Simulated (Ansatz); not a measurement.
# SnH3O (SMILES [OH][SnH2]) at UCCSD/def2-TZVP (core potential)

Aim: the electronic atomisation energy of SnH3O at UCCSD/def2-TZVP (core potential), from 4 runs. 

The calculation is run with Ansatz 0.2.0.

28 further runs of the same task are left out: 28 set aside as unsound or not needed. Runs told in other sessions of the task aren't counted.

### Step 1. Starting point

The species is SnH3O (5 atoms), meant as a doublet with charge 0. As SMILES, `[OH][SnH2]`. The shape is that of a PBE0-D4/def2-TZVP optimisation. This is one conformer, not always the lowest.

Bond lengths: O1–Sn2 1.976 Å, O1–H3 0.960 Å, Sn2–H4 1.735 Å, Sn2–H5 1.722 Å. Angles: O1–Sn2–H4 106.9°, O1–Sn2–H5 101.9°, Sn2–O1–H3 113.3°, H4–Sn2–H5 111.7°.

### Step 2. A single-point energy at UCCSD/def2-TZVP (core potential)

The input, job.yaml:

```yaml
crystal:
  periodic: [false, false, false]
  atoms:
    - {symbol: O, position_ang: [0.707400, -0.732900, 0.861900]}
    - {symbol: Sn, position_ang: [0.104500, 0.308800, -0.705500]}
    - {symbol: H, position_ang: [0.368600, -1.631300, 0.873200]}
    - {symbol: H, position_ang: [-1.606800, 0.061300, -0.845900]}
    - {symbol: H, position_ang: [0.476300, 1.920400, -0.224900]}
basis:
  gaussian:
    orbitals: def2-TZVP
scf:
  omitted_lower_state_checks: [cluster_reference, increment]
magnetization:
  spin_polarized: true
  initial_magnetization: 1
accuracy: high
correlation:
  method: ccsd
  frozen_orbitals: {H: 0, O: 1, Sn: 4}
```

On the command line:

```sh
$ ansatz run job.yaml --threads 1 --pin off --max-ram 2610MiB --events-out events.jsonl --progress --plain --runs-dir runs
```

Output, shortened:

```text
Warning: RAYON_NUM_THREADS=1 ignored (pool sized by the plan → 1); use --threads N
Functional definition: HF
  name "HF"
[...]
1887 factors; integrals over basis functions are off by at most 3.8e-9 eV
[...]
mean field -7890.44421086 eV, -289.9684764138 hartree, gradient 2.1e-8 eV, S^2 0.756590; 1 other end points of the search recorded, 0 dependent functions left out
5 core orbitals not correlated: weight in the atoms' cores, before any rotation towards them, 1.000 or more for the frozen orbitals, at most 0.000 for the correlated occupied ones
reference -7890.44421086 eV, -289.9684764138 hartree; 12, 11 occupied and 82, 83 virtual orbitals, 1887 factors
second order -14.93568158 eV of doubles, -0.00000000 eV of singles
cycle   1  -14.68735535 eV  change    2.5e-1 eV  update   1.0e-1
[...]
cycle  25  -15.17830446 eV  change   5.4e-10 eV  update   2.0e-9
Total energy: -7905.62251532 eV, -290.5262688146 hartree
Checks for a lower state left out: cluster_reference, increment
```

Run time: 32 s. Hardware: 1 thread of AMD EPYC 9R45 (Zen 5), shared host; peak memory 1.5 GiB.

### Step 3. The H atom: a single-point energy at UHF/def2-TZVP

The input, input.yaml:

```yaml
basis:
  gaussian:
    orbitals: def2-TZVP
crystal:
  periodic: [false, false, false]
  atoms:
    - {symbol: H, position_ang: [0.000000, 0.000000, 0.000000]}
magnetization:
  spin_polarized: true
  initial_magnetization: 1
hamiltonian:
  xc: hf
accuracy: high
```

On the command line:

```sh
$ ansatz run input.yaml --threads 1 --pin off --max-ram 2610MiB --events-out events.jsonl --progress --plain --runs-dir runs
```

Output:

```text
Warning: RAYON_NUM_THREADS=1 ignored (pool sized by the plan → 1); use --threads N
[... 2 set-up lines as earlier in the session ...]
  exchange = exact_x
  correlation = 0
21 factors; integrals over basis functions are off by at most 9.8e-8 eV
mean field evaluation 1: about -13.5531 eV, gradient 1.7e0 eV
mean field evaluation 2: about -13.5531 eV, gradient 1.7e0 eV
mean field evaluation 4: about -13.6007 eV, gradient 2.9e-3 eV
mean field evaluation 8: about -13.6005 eV, gradient 1.7e-11 eV
mean field -13.60051839 eV, -0.4998098322 hartree, gradient 6.6e-10 eV, S^2 0.750000; 0 other end points of the search recorded, 0 dependent functions left out
reference -13.60051839 eV, -0.4998098322 hartree; 1, 0 occupied and 5, 6 virtual orbitals, 21 factors
Total energy: -13.60051839 eV, -0.4998098322 hartree
```

Wall time 0.04 s (1 thread of AMD EPYC 9R45 (Zen 5), shared host).

### Step 4. The O atom at the same level

The input, in.yaml:

```yaml
crystal:
  periodic: [false, false, false]
  atoms:
    - {symbol: O, position_ang: [0.000000, 0.000000, 0.000000]}
basis:
  gaussian:
    orbitals: def2-TZVP
magnetization:
  spin_polarized: true
  initial_magnetization: 2
correlation:
  method: ccsd
  frozen_orbitals: {O: 1}
accuracy: high
scf:
  omitted_lower_state_checks: [cluster_reference, increment]
```

Run the same way, it converges to -74.97390 Eh (log not shown).

### Step 5. The Sn atom

The input, input.yaml:

```yaml
crystal:
  periodic: [false, false, false]
  atoms:
    - {symbol: Sn, position_ang: [0.000000, 0.000000, 0.000000]}
basis:
  gaussian: {orbitals: def2-TZVP}
magnetization: {spin_polarized: true, initial_magnetization: 2}
correlation: {method: ccsd, frozen_orbitals: {Sn: 4}}
accuracy: high
scf: {omitted_lower_state_checks: [cluster_reference, increment]}
```

Run the same way, it converges to -213.60150 Eh (log not shown).

### Step 6. Outcome

At UCCSD/def2-TZVP (core potential), 5 core orbitals frozen:

| quantity | value |
| --- | --- |
| molecule: total energy | -290.52627 Eh |
| molecule: correlation energy (5 core orbitals frozen) | -557.8 mEh |
| molecule: ⟨S²⟩ of the reference determinant | 0.757 |
| molecule: T1 diagnostic | 0.018 |
| H atom: total energy | -0.49981 Eh |
| H atom: ⟨S²⟩ | 0.750 |
| O atom: total energy | -74.97390 Eh |
| O atom: correlation energy (1 core orbital frozen) | -158.3 mEh |
| O atom: ⟨S²⟩ of the reference determinant | 2.008 |
| O atom: T1 diagnostic | 0.006 |
| Sn atom: total energy | -213.60150 Eh |
| Sn atom: correlation energy (4 core orbitals frozen) | -261.6 mEh |
| Sn atom: ⟨S²⟩ of the reference determinant | 2.012 |
| Sn atom: T1 diagnostic | 0.011 |
| electronic atomisation energy | 12.284 eV |

In words: Taking the molecule apart into free atoms costs 12.28 eV (283 kcal/mol), before zero-point energy and without spin-orbit coupling.
